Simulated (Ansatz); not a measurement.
**GeH4S + SiH4: a complex and its separated parts**

Aim: how far the complex at one end of a reaction step lies below its separated, relaxed parts, level by level.

Method: PBE0-D4/def2-TZVP structures, single points in def2-TZVPP, no counterpoise correction; program: Ansatz 0.2.0, Gaussian basis.

Levels: SPW92, PBE-D4, BLYP-D4, r2SCAN-D4, B97M-V, PBE0-D4, B3LYP-D4, r2SCAN0-D4, BHLYP-D4, CAM-B3LYP-D4, wB97X-V, wB97M-V, B2PLYP, PBE-QIDH, RPA on PBE, Hartree-Fock, MP2, CCSD, CCSD(T).

Cores are frozen in the correlated methods. Filled d shells of the heavier atoms are correlated. B3LYP uses VWN-RPA correlation. B2PLYP carries no dispersion term here.

94 further runs of the same task are left out: 94 set aside as unsound or not needed.

### Step 1. Starting geometry

The complex: 11 atoms, charge 0, spin multiplicity 1.

Atoms are counted from 1 here; the program's logs count them from 0.

Bond lengths: Ge1–H3 1.536 Å, Ge1–H4 1.533 Å, Ge1–H5 1.537 Å, Ge1–S7 2.223 Å, Si2–H6 1.484 Å, Si2–H8 1.485 Å, Si2–H9 1.486 Å, Si2–H10 1.485 Å, S7–H11 1.343 Å. Angles: H3–Ge1–H4 110.7°, H3–Ge1–H5 109.7°, H3–Ge1–S7 110.5°, H4–Ge1–H5 110.5°, H4–Ge1–S7 105.0°, H5–Ge1–S7 110.3°, H6–Si2–H8 109.6°, H6–Si2–H9 109.5°, H6–Si2–H10 109.8°, H8–Si2–H9 109.3°, H8–Si2–H10 109.4°, H9–Si2–H10 109.2°, Ge1–S7–H11 94.5°.

As a file:

```xyz
11
GeH8SSi
Ge   -1.23097    1.60654   -0.53280
Si    0.85122   -1.96935    0.85985
H    -1.97217    1.86242   -1.85402
H    -1.87151    2.39961    0.61148
H    -1.24017    0.10215   -0.21773
H     1.59456   -0.70551    0.63196
S     0.85777    2.35826   -0.65317
H    -0.22309   -1.74302    1.85976
H     0.24384   -2.42468   -0.41743
H     1.77894   -3.01544    1.36071
H     1.21158    1.52912   -1.64850
```

Its parts: GeH4S holds atoms 1, 3, 4, 5, 7, 11; SiH4 holds atoms 2, 6, 8, 9, 10. Each part counts its atoms afresh in its own runs.

### Step 2. Relaxing GeH4S alone

relax-a/in.yaml

```yaml
crystal:
  periodic: [false, false, false]
  atoms:
    - {symbol: Ge, position_ang: [-1.230975, 1.606545, -0.532805]}
    - {symbol: H, position_ang: [-1.972166, 1.862420, -1.854020]}
    - {symbol: H, position_ang: [-1.871513, 2.399605, 0.611477]}
    - {symbol: H, position_ang: [-1.240173, 0.102148, -0.217731]}
    - {symbol: S, position_ang: [0.857766, 2.358260, -0.653167]}
    - {symbol: H, position_ang: [1.211585, 1.529119, -1.648503]}
basis:
  gaussian: {orbitals: def2-TZVP}
hamiltonian: {xc: pbe0, dispersion: d4}
relax: {f_tol: 0.005, max_steps: 200}
```

Run with:

```console
$ ansatz run in.yaml --threads 4 --pin off --events-out ev --progress --plain --max-ram 9574MiB
```

After this run come: Relaxing SiH4 alone; SPW92/def2-TZVPP; PBE-D4/def2-TZVPP; BLYP-D4/def2-TZVPP; r2SCAN-D4/def2-TZVPP; B97M-V/def2-TZVPP; PBE0-D4/def2-TZVPP; B3LYP-D4/def2-TZVPP; r2SCAN0-D4/def2-TZVPP; BHLYP-D4/def2-TZVPP; CAM-B3LYP-D4/def2-TZVPP; wB97X-V/def2-TZVPP; wB97M-V/def2-TZVPP; B2PLYP/def2-TZVPP; PBE-QIDH/def2-TZVPP; RPA on PBE/def2-TZVPP; CCSD(T)/def2-TZVPP; Vibrations of GeH4S; Vibrations of SiH4.

What does the calculation give? Wanted: complex less parts, CCSD(T)/def2-TZVPP; with zero-point energy; largest T1 diagnostic.

As calculated:

```
                              quantity      value
complex less parts, CCSD(T)/def2-TZVPP  -0.044 eV
                with zero-point energy  -0.028 eV
                 largest T1 diagnostic      0.011
```

What this shows: At CCSD(T) the complex lies 0.044 eV below its parts. The functionals run from r2SCAN-D4, off by +0.002 eV, to SPW92, off by -0.052 eV, against CCSD(T). By rung, the mean size of the error is: LDA 0.052, GGA 0.018, meta-GGA 0.004, hybrid 0.013, range-separated hybrid 0.008, double hybrid 0.031 eV. PBE-D4 gives a relative energy 0.026 eV too low, an error of 60 % of the reference. The complex's frequency run has imaginary modes: the structure is no minimum, so both the energy and the zero-point correction are in doubt. No counterpoise was applied, and triple zeta lacks some correlation, so the CCSD(T) reference has a basis error of its own, and close matches with it are partly luck.
